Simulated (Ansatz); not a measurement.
# Ga2Br2F4: a ladder of functionals and wavefunction methods

The task here is to estimate one member of a computed series from the others.

Program: Ansatz 0.2.0, Gaussian basis. Level of theory: functionals in def2-TZVPP, the program's frozen cores in correlated methods. These are calculated values, not measurements.

Plan: LDA (SPW92), PBE-D4, revPBE-D4, BLYP-D4, r2SCAN-D4, B97M-V, PBE0-D4, B3LYP-D4, r2SCANh-D4, r2SCAN0-D4, HSE06-D4, BHLYP-D4, CAM-B3LYP-D4, LC-ωPBE, ωB97X-V, ωB97M-V, B2PLYP, PBE-QIDH; CCSD(T)/def2-SVP; MP2/def2-TZVPP; MP2/def2-QZVPP; RPA on PBE.

### Structure used throughout

All runs share one geometry, relaxed beforehand with PBE0-D4 in a triple-zeta def2 set.

SMILES `[F][Ga-]1([F])[Br+][Ga-]([F])([F])[Br+]1`, 8 atoms, charge 0, spin multiplicity 1.

Atoms are counted from 1 here; the program's logs count them from 0.

Bond lengths: F1–Ga2 1.735 Å, Ga2–F3 1.735 Å, Ga2–Br4 2.440 Å, Ga2–Br8 2.440 Å, Br4–Ga5 2.440 Å, Ga5–F6 1.735 Å, Ga5–F7 1.735 Å, Ga5–Br8 2.440 Å. Angles: F1–Ga2–F3 121.2°, F1–Ga2–Br4 109.3°, F1–Ga2–Br8 109.3°, F3–Ga2–Br4 109.3°, F3–Ga2–Br8 109.3°, Br4–Ga2–Br8 95.2°, Ga2–Br4–Ga5 84.8°, Br4–Ga5–F6 109.3°, Br4–Ga5–F7 109.3°, Br4–Ga5–Br8 95.2°, F6–Ga5–F7 121.2°, F6–Ga5–Br8 109.3°, F7–Ga5–Br8 109.4°, Ga2–Br8–Ga5 84.8°.

Set-up of the first run:

in.yaml

```yaml
crystal:
  periodic: [false, false, false]
  atoms:
    - {symbol: F, position_ang: [2.606588, -0.919760, 0.942112]}
    - {symbol: Ga, position_ang: [0.939471, -1.224232, 0.571682]}
    - {symbol: F, position_ang: [0.243761, -2.797800, 0.793193]}
    - {symbol: Br, position_ang: [0.456425, -0.437759, -1.687515]}
    - {symbol: Ga, position_ang: [-0.939415, 1.224279, -0.571673]}
    - {symbol: F, position_ang: [-2.606154, 0.916097, -0.940732]}
    - {symbol: F, position_ang: [-0.247118, 2.799129, -0.794768]}
    - {symbol: Br, position_ang: [-0.453558, 0.440047, 1.687700]}
basis:
  gaussian: {orbitals: def2-TZVPP}
hamiltonian: {xc: lda}
output: {orbitals: {seedname: orbitals}}
```

On the command line:

```sh
> ansatz run in.yaml --threads 8 --pin off --events-out ev --progress --plain --max-ram 18278MiB
```

Steps of the session up to this table: LDA; PBE-D4 (GGA); revPBE-D4 (GGA); BLYP-D4 (GGA); r2SCAN-D4 (meta-GGA); B97M-V (meta-GGA); PBE0-D4 (hybrid); B3LYP-D4 (hybrid); r2SCANh-D4 (hybrid); r2SCAN0-D4 (hybrid); HSE06-D4 (hybrid); BHLYP-D4 (hybrid); CAM-B3LYP-D4 (range-separated); LC-ωPBE (range-separated); ωB97X-V (range-separated); ωB97M-V (range-separated); B2PLYP (double hybrid); PBE-QIDH (double hybrid).

One table of the session follows, with a row left open; its other results are not shown here.

It belongs to the step «Frontier levels by functional». 

```
  functional  HOMO (eV)  LUMO (eV)  gap (eV)
 LDA (SPW92)      -9.00      -3.61      5.39
      PBE-D4      -8.80      -3.23      5.57
   revPBE-D4      -8.73      -3.09      5.64
     BLYP-D4      -8.62      -3.17      5.45
   r2SCAN-D4      -9.23      -3.02      6.20
      B97M-V      -9.30      -2.96      6.34
     PBE0-D4     -10.27      -2.31      7.95
    B3LYP-D4      -9.96      -2.62      7.34
  r2SCANh-D4      -9.76      -2.69      7.07
  r2SCAN0-D4     -10.54      -2.18      8.36
    HSE06-D4          ?          ?         ?
    BHLYP-D4     -11.51      -1.31     10.20
CAM-B3LYP-D4     -11.62      -1.30     10.32
     LC-ωPBE     -13.05      -0.06     12.99
     ωB97X-V     -12.67      -0.10     12.57
     ωB97M-V     -12.52      -0.24     12.27
```

Estimate the missing values for HSE06-D4.

The run gave: HOMO (eV): -9.86; LUMO (eV): -2.68; gap (eV): 7.18. In the column «HOMO (eV)» it lies between B3LYP-D4 (-9.96) and r2SCANh-D4 (-9.76).
